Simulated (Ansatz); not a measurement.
**ZnH+: up Jacob's ladder to CCSD(T)**

An exercise on one series of results from a longer session: the logs are not shown, and one member is left open.

Computed with Ansatz 0.2.0, Gaussian basis. Level: functionals in def2-TZVPP, the program's frozen cores in correlated methods.

Plan: LDA (SPW92), PBE-D4, revPBE-D4, BLYP-D4, r2SCAN-D4, B97M-V, PBE0-D4, B3LYP-D4, r2SCANh-D4, r2SCAN0-D4, HSE06-D4, BHLYP-D4, CAM-B3LYP-D4, LC-ωPBE, ωB97X-V, ωB97M-V, B2PLYP, PBE-QIDH; CCSD(T)/def2-SVP; CCSD(T)/def2-TZVPP; CCSD(T)/def2-QZVPP; extrapolation to the limit; RPA on PBE.

**The relaxed structure**

An earlier PBE0-D4 in a triple-zeta def2 set relaxation fixed the geometry.

SMILES `[ZnH+]`, 2 atoms, charge 1, spin multiplicity 1.

Atoms are counted from 1 here; the program's logs count them from 0.

Bond lengths: Zn1–H2 1.535 Å.

Set-up of the first run:

The input, in.yaml:

```yaml
crystal:
  periodic: [false, false, false]
  atoms:
    - {symbol: Zn, position_ang: [0.655111, -0.216222, 0.336363]}
    - {symbol: H, position_ang: [-0.655111, 0.216222, -0.336363]}
basis:
  gaussian: {orbitals: def2-TZVPP}
total_charge: 1
hamiltonian: {xc: lda}
output: {orbitals: {seedname: orbitals}}
```

The run is started by

```console
$ ansatz run in.yaml --threads 2 --pin off --events-out ev --progress --plain --max-ram 32768MiB --backend cpu
```

Among the steps run: LDA; PBE-D4 (GGA); revPBE-D4 (GGA); BLYP-D4 (GGA); r2SCAN-D4 (meta-GGA); B97M-V (meta-GGA); B3LYP-D4 (hybrid); r2SCANh-D4 (hybrid); r2SCAN0-D4 (hybrid); HSE06-D4 (hybrid); BHLYP-D4 (hybrid); CAM-B3LYP-D4 (range-separated); LC-ωPBE (range-separated); ωB97X-V (range-separated); ωB97M-V (range-separated); B2PLYP (double hybrid); PBE-QIDH (double hybrid).

One table of the session follows, with a row left open; its other results are not shown here.

It belongs to the step «Orbital energies across the functionals». Levels, from each run's orbital file:

| functional | HOMO (eV) | LUMO (eV) | gap (eV) |
| --- | --- | --- | --- |
| LDA (SPW92) | -15.90 | -11.41 | 4.49 |
| PBE-D4 | -15.67 | -11.23 | 4.43 |
| revPBE-D4 | -15.57 | -11.13 | 4.44 |
| BLYP-D4 | -15.70 | -11.36 | 4.33 |
| r2SCAN-D4 | -15.76 | -10.84 | 4.92 |
| B97M-V | -15.79 | -11.16 | 4.63 |
| PBE0-D4 | ? | ? | ? |
| B3LYP-D4 | -16.58 | -10.67 | 5.91 |
| r2SCANh-D4 | -16.13 | -10.47 | 5.66 |
| r2SCAN0-D4 | -16.68 | -9.92 | 6.76 |
| HSE06-D4 | -16.17 | -10.55 | 5.62 |
| BHLYP-D4 | -17.55 | -9.39 | 8.16 |
| CAM-B3LYP-D4 | -18.09 | -9.34 | 8.75 |
| LC-ωPBE | -19.27 | -7.88 | 11.39 |
| ωB97X-V | -18.90 | -8.03 | 10.87 |
| ωB97M-V | -18.80 | -8.23 | 10.58 |

Q: Estimate the row for PBE0-D4 from the others.

As computed: HOMO (eV): -16.59; LUMO (eV): -10.17; gap (eV): 6.41. In the column «HOMO (eV)» it lies between r2SCAN0-D4 (-16.68) and B3LYP-D4 (-16.58).
